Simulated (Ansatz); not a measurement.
**AlBrF2: how energies converge with the basis set**

An exercise on one series of results from a longer session: the logs are not shown, and one member is left open.

Program: Ansatz 0.2.0, Gaussian basis. Level of theory: one geometry, several basis sets. These are calculated values, not measurements.

The runs, in order: PBE0-D4/def2-SVP; ωB97M-V/def2-SVP; PBE0-D4/def2-QZVPP; ωB97M-V/def2-QZVPP; the functionals' def2-TZVPP values are taken from earlier runs.

### The relaxed structure

An earlier PBE0-D4 in a triple-zeta def2 set relaxation fixed the geometry.

SMILES `[F][Al]([F])[Br]`, 4 atoms, charge 0, spin multiplicity 1.

Atoms are counted from 1 here; the program's logs count them from 0.

Bond lengths: F1–Al2 1.631 Å, Al2–F3 1.631 Å, Al2–Br4 2.216 Å. Angles: F1–Al2–F3 118.9°, F1–Al2–Br4 120.6°, F3–Al2–Br4 120.6°.

Set-up of the first run:

The input, in.yaml:

```yaml
crystal:
  periodic: [false, false, false]
  atoms:
    - {symbol: F, position_ang: [1.105723, 0.605511, 1.150355]}
    - {symbol: Al, position_ang: [0.107871, -0.091370, 0.063947]}
    - {symbol: F, position_ang: [0.228304, -1.696755, -0.200382]}
    - {symbol: Br, position_ang: [-1.386298, 1.122314, -1.034121]}
basis:
  gaussian: {orbitals: def2-SVP}
hamiltonian: {xc: pbe0, dispersion: d4}
output: {orbitals: {seedname: orbitals}}
```

Steps of the session up to this table: PBE0-D4 in def2-SVP; ωB97M-V in def2-SVP; PBE0-D4 in def2-QZVPP; ωB97M-V in def2-QZVPP.

One of the session's tables, all rows but one given; the rest of the session is left out.

It belongs to the step «Density functionals: the series». 

```
functional       basis  HOMO (eV)  LUMO (eV)
   PBE0-D4    def2-SVP      -9.13      -1.28
   PBE0-D4  def2-TZVPP      -9.25      -1.47
   PBE0-D4  def2-QZVPP          ?          ?
   ωB97M-V    def2-SVP     -11.32       0.43
   ωB97M-V  def2-TZVPP     -11.48       0.21
   ωB97M-V  def2-QZVPP     -11.50      -0.05
```

Estimate the missing values for PBE0-D4, def2-QZVPP.

The run gave: HOMO (eV): -9.26; LUMO (eV): -1.57. In the column «HOMO (eV)» it lies between ωB97M-V, def2-SVP (-11.32) and PBE0-D4, def2-TZVPP (-9.25).
